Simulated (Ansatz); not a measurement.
# CH3Cl2GaS: one species, many methods

One table from this session's results is given with a row withheld; the runs are named, their logs left out.

Method: functionals in def2-TZVPP, the program's frozen cores in correlated methods; program: Ansatz 0.2.0, Gaussian basis.

Plan: LDA (SPW92), PBE-D4, revPBE-D4, BLYP-D4, r2SCAN-D4, B97M-V, PBE0-D4, B3LYP-D4, r2SCANh-D4, r2SCAN0-D4, HSE06-D4, BHLYP-D4, CAM-B3LYP-D4, LC-ωPBE, ωB97X-V, ωB97M-V, B2PLYP, PBE-QIDH; CCSD(T)/def2-SVP; CCSD(T)/def2-TZVPP; MP2/def2-QZVPP; extrapolation to the limit; RPA on PBE.

## The geometry

An earlier PBE0-D4 in a triple-zeta def2 set relaxation fixed the geometry.

SMILES `C[S][Ga]([Cl])[Cl]`, 8 atoms, charge 0, spin multiplicity 1.

Atoms are counted from 1 here; the program's logs count them from 0.

Bond lengths: C1–S2 1.821 Å, C1–H6 1.088 Å, C1–H7 1.088 Å, C1–H8 1.090 Å, S2–Ga3 2.168 Å, Ga3–Cl4 2.123 Å, Ga3–Cl5 2.133 Å. Angles: S2–C1–H6 111.3°, S2–C1–H7 111.3°, S2–C1–H8 105.7°, H6–C1–H7 110.0°, H6–C1–H8 109.2°, H7–C1–H8 109.2°, C1–S2–Ga3 101.2°, S2–Ga3–Cl4 121.4°, S2–Ga3–Cl5 120.8°, Cl4–Ga3–Cl5 117.8°.

The first run:

Contents of in.yaml:

```yaml
crystal:
  periodic: [false, false, false]
  atoms:
    - {symbol: C, position_ang: [-0.199056, -0.105006, 1.426123]}
    - {symbol: S, position_ang: [0.544437, -1.218502, 0.192595]}
    - {symbol: Ga, position_ang: [0.309024, -0.055133, -1.621595]}
    - {symbol: Cl, position_ang: [0.982345, -0.784033, -3.498854]}
    - {symbol: Cl, position_ang: [-0.611513, 1.868397, -1.573215]}
    - {symbol: H, position_ang: [-1.248522, 0.081969, 1.208871]}
    - {symbol: H, position_ang: [0.341455, 0.837250, 1.485621]}
    - {symbol: H, position_ang: [-0.118171, -0.624943, 2.380455]}
basis:
  gaussian: {orbitals: def2-TZVPP}
hamiltonian: {xc: lda}
output: {orbitals: {seedname: orbitals}}
```

Run with:

```console
ansatz run in.yaml --threads 4 --pin off --events-out ev --progress --plain --max-ram 10444MiB
```

Among the steps run: LDA; PBE-D4 (GGA); revPBE-D4 (GGA); BLYP-D4 (GGA); r2SCAN-D4 (meta-GGA); B97M-V (meta-GGA); B3LYP-D4 (hybrid); r2SCANh-D4 (hybrid); r2SCAN0-D4 (hybrid); HSE06-D4 (hybrid); BHLYP-D4 (hybrid); CAM-B3LYP-D4 (range-separated); LC-ωPBE (range-separated); ωB97X-V (range-separated); ωB97M-V (range-separated); B2PLYP (double hybrid); PBE-QIDH (double hybrid).

One of the session's tables, all rows but one given; the rest of the session is left out.

It belongs to the step «Frontier levels by functional». 

| functional | HOMO (eV) | LUMO (eV) | gap (eV) |
| --- | --- | --- | --- |
| LDA (SPW92) | -6.63 | -2.60 | 4.03 |
| PBE-D4 | -6.49 | -2.29 | 4.20 |
| revPBE-D4 | -6.43 | -2.16 | 4.27 |
| BLYP-D4 | -6.33 | -2.23 | 4.09 |
| r2SCAN-D4 | -6.77 | -2.03 | 4.74 |
| B97M-V | -6.83 | -2.05 | 4.78 |
| PBE0-D4 | -7.69 | -1.38 | 6.31 |
| B3LYP-D4 | -7.45 | -1.68 | 5.77 |
| r2SCANh-D4 | -7.21 | -1.70 | 5.50 |
| r2SCAN0-D4 | ? | ? | ? |
| HSE06-D4 | -7.29 | -1.74 | 5.55 |
| BHLYP-D4 | -8.75 | -0.45 | 8.30 |
| CAM-B3LYP-D4 | -9.00 | -0.41 | 8.59 |
| LC-ωPBE | -10.39 | 0.86 | 11.25 |
| ωB97X-V | -10.03 | 0.71 | 10.74 |
| ωB97M-V | -9.86 | 0.53 | 10.39 |

**Question.** Estimate the row for r2SCAN0-D4.

Worked estimate for «HOMO (eV)». Against the share of exact exchange, r2SCAN-D4 (0, -6.77), r2SCANh-D4 (0.1, -7.21) give a slope of -4.40 per unit share; at 0.25 the line stands at -7.87.

As computed: HOMO (eV): -7.87; LUMO (eV): -1.22; gap (eV): 6.65. In «HOMO (eV)» the line misses by 0.00.
